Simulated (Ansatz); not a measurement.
# PtS2: how the settings move a relaxation

Question: which choices in the input matter for PtS2?

Program: Ansatz 0.2.0. Level of theory: reference: DFT, LDA, PAW with Ansatz's default frozen-core files, scalar-relativistic; relaxation of cell and atoms. These are calculated values, not measurements.

1 further run of the same task is left out (set aside as unsound or not needed).

### Step 1. The system as given

Symmetry: P-3m1, No. 164, trigonal system. The conventional cell has a = 3.543 Å, b = 3.543 Å, c = 5.039 Å, α = 90.00°, β = 90.00°, γ = 120.00°. Pt (site symmetry -3m) has 6 S at 2.34 Å as nearest neighbours. S (site symmetry 3m) has 3 Pt at 2.34 Å as nearest neighbours.

Coordinates:

```
CELL_PARAMETERS angstrom
3.54320 0.00000 0.00000
-1.77160 3.06850 0.00000
0.00000 0.00000 5.03880
ATOMIC_POSITIONS crystal
Pt 0.00000 0.00000 0.00000
S 0.33333 0.66667 0.22700
S 0.66667 0.33333 0.77300
```

### Step 2. The reference run

File input.yaml:

```yaml
crystal:
  lattice:
    - [3.5432, 0.0, 0.0]
    - [-1.7716, 3.06850121069, 0.0]
    - [0.0, 0.0, 5.0388]
  atoms:
    - { symbol: Pt, position: [0.0, 0.0, 0.0] }
    - { symbol: S, position: [0.333333333333, 0.666666666667, 0.227] }
    - { symbol: S, position: [0.666666666667, 0.333333333333, 0.773] }
kpoints:
  mp_grid: { grid: [10, 10, 6] }
scf:
  occupations: { method: fermi_dirac, width: 0.1 }
hamiltonian:
  xc: lda
  pseudopotentials: { kind: paw }
relax:
  f_tol: 0.002
  max_steps: 80
  cell: {}
output:
  forces: true
  stress: true
```

On the command line:

```bash
$ ansatz run input.yaml --threads 2 --pin off --max-ram 5120MiB --backend cpu --events-out ev --progress --plain --runs-dir out
```

### Step 3. Changed: occupations.method gaussian, occupations.width 0.025, chi_scale 0.1, accuracy medium

input.yaml: that of step 2 with these lines changed.

```diff
@@ -12,3 +12,4 @@
 scf:
-  occupations: { method: fermi_dirac, width: 0.1 }
+  occupations: { method: gaussian, width: 0.025 }
+  initial_density: { chi_scale: 0.1 }
 hamiltonian:
@@ -23 +24,2 @@
   stress: true
+accuracy: medium
```

Before running it: what results should come out? Wanted: for each run, ending; energy change; pressure; gap; force.

As calculated:

```
                                                                                    run     ending        energy change  pressure (GPa)  gap (eV)  force (eV/Å)  cycles   time
                                                                              reference  converged                    0             0.0      0.00          0.00      45   11 s
1: occupations.method gaussian, occupations.width 0.025, chi_scale 0.1, accuracy medium  converged  -0.4 meV/atom (σ→0)             0.0      0.00          0.00       -  9.6 s
```

Changing the smearing and start moves the energy by -0.4 meV/atom (σ→0 values), and the final volume goes from 49.69 to 49.82 Å³.
